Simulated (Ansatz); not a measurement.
# C₃H₁₁BSi: one species, many methods

The task here is to estimate one member of a computed series from the others.

Method: functionals in def2-TZVPP, the program's frozen cores in correlated methods; program: Ansatz 0.2.0, Gaussian basis.

Plan: PBE-D4, r2SCAN-D4, PBE0-D4, B3LYP-D4, ωB97X-V, ωB97M-V, B2PLYP; CCSD(T)/def2-TZVPP; MP2/def2-QZVPP; extrapolation to the limit.

## The relaxed structure

An earlier PBE0-D4 in a triple-zeta def2 set relaxation fixed the geometry.

SMILES `B[SiH](C)CC`, 16 atoms, charge 0, spin multiplicity 1.

Atoms are counted from 1 here; the program's logs count them from 0.

Bond lengths: B1–Si2 2.010 Å, B1–H6 1.198 Å, B1–H7 1.199 Å, Si2–C3 1.879 Å, Si2–C4 1.885 Å, Si2–H8 1.504 Å, C3–H9 1.093 Å, C3–H10 1.092 Å, C3–H11 1.093 Å, C4–C5 1.525 Å, C4–H12 1.096 Å, C4–H13 1.096 Å, C5–H14 1.093 Å, C5–H15 1.093 Å, C5–H16 1.093 Å. Angles: Si2–B1–H6 122.7°, Si2–B1–H7 120.9°, H6–B1–H7 116.2°, B1–Si2–C3 113.2°, B1–Si2–C4 114.0°, B1–Si2–H8 102.1°, C3–Si2–C4 110.7°, C3–Si2–H8 108.5°, C4–Si2–H8 107.7°, Si2–C3–H9 111.0°, Si2–C3–H10 110.8°, Si2–C3–H11 111.0°, H9–C3–H10 107.8°, H9–C3–H11 107.8°, H10–C3–H11 108.2°, Si2–C4–C5 113.8°, Si2–C4–H12 108.0°, Si2–C4–H13 108.3° and more.

The first run:

Input file in.yaml:

```yaml
crystal:
  periodic: [false, false, false]
  atoms:
    - {symbol: B, position_ang: [0.123222, 0.922599, -1.941499]}
    - {symbol: Si, position_ang: [0.558480, -0.211316, -0.340187]}
    - {symbol: C, position_ang: [2.290603, 0.084424, 0.326719]}
    - {symbol: C, position_ang: [-0.716361, -0.105502, 1.044334]}
    - {symbol: C, position_ang: [-2.129056, -0.480078, 0.609320]}
    - {symbol: H, position_ang: [-0.992645, 1.270513, -2.204849]}
    - {symbol: H, position_ang: [0.975422, 1.239252, -2.722464]}
    - {symbol: H, position_ang: [0.497713, -1.601639, -0.911067]}
    - {symbol: H, position_ang: [2.385961, 1.093229, 0.736647]}
    - {symbol: H, position_ang: [3.035643, -0.027001, -0.464196]}
    - {symbol: H, position_ang: [2.530367, -0.624484, 1.122933]}
    - {symbol: H, position_ang: [-0.384293, -0.756160, 1.861227]}
    - {symbol: H, position_ang: [-0.701145, 0.912884, 1.449844]}
    - {symbol: H, position_ang: [-2.484386, 0.167749, -0.196120]}
    - {symbol: H, position_ang: [-2.842049, -0.399225, 1.434159]}
    - {symbol: H, position_ang: [-2.170177, -1.507947, 0.239299]}
basis:
  gaussian: {orbitals: def2-TZVPP}
hamiltonian: {xc: pbe, dispersion: d4}
output: {forces: true, orbitals: {seedname: orbitals}}
```

Launch:

```sh
ansatz run in.yaml --threads 4 --pin off --events-out ev --progress --plain --max-ram 10444MiB
```

Among the steps run: PBE-D4 (GGA); r2SCAN-D4 (meta-GGA); PBE0-D4 (hybrid); B3LYP-D4 (hybrid); ωB97X-V (range-separated); ωB97M-V (range-separated); B2PLYP (double hybrid); CCSD(T) in def2-TZVPP; MP2 in def2-QZVPP.

One table of the session follows, with a row left open; its other results are not shown here.

| method | atomisation energy (kJ/mol) |
| --- | --- |
| PBE-D4 | 5858.8 |
| r2SCAN-D4 | 5825.7 |
| PBE0-D4 | 5824.8 |
| B3LYP-D4 | 5821.5 |
| ωB97X-V | 5827.2 |
| ωB97M-V | 5824.3 |
| B2PLYP | 5752.5 |
| HF/def2-TZVPP | 4489.0 |
| MP2/def2-TZVPP | ? |
| CCSD/def2-TZVPP | 5627.3 |
| CCSD(T)/def2-TZVPP | 5682.3 |
| MP2/CBS | 5820.5 |
| CCSD(T)/CBS | 5800.4 |

Q: Estimate the row for MP2/def2-TZVPP from the others.

**Answer.** atomisation energy (kJ/mol): 5702.4. In the column «atomisation energy (kJ/mol)» it lies between CCSD(T)/def2-TZVPP (5682.3) and B2PLYP (5752.5).

Limits of these values: Free atoms (1 B, 1 Si, 3 C, 11 H) were run apart at each level; the atomisation energy is their sum less the molecule, without zero-point or spin-orbit terms.
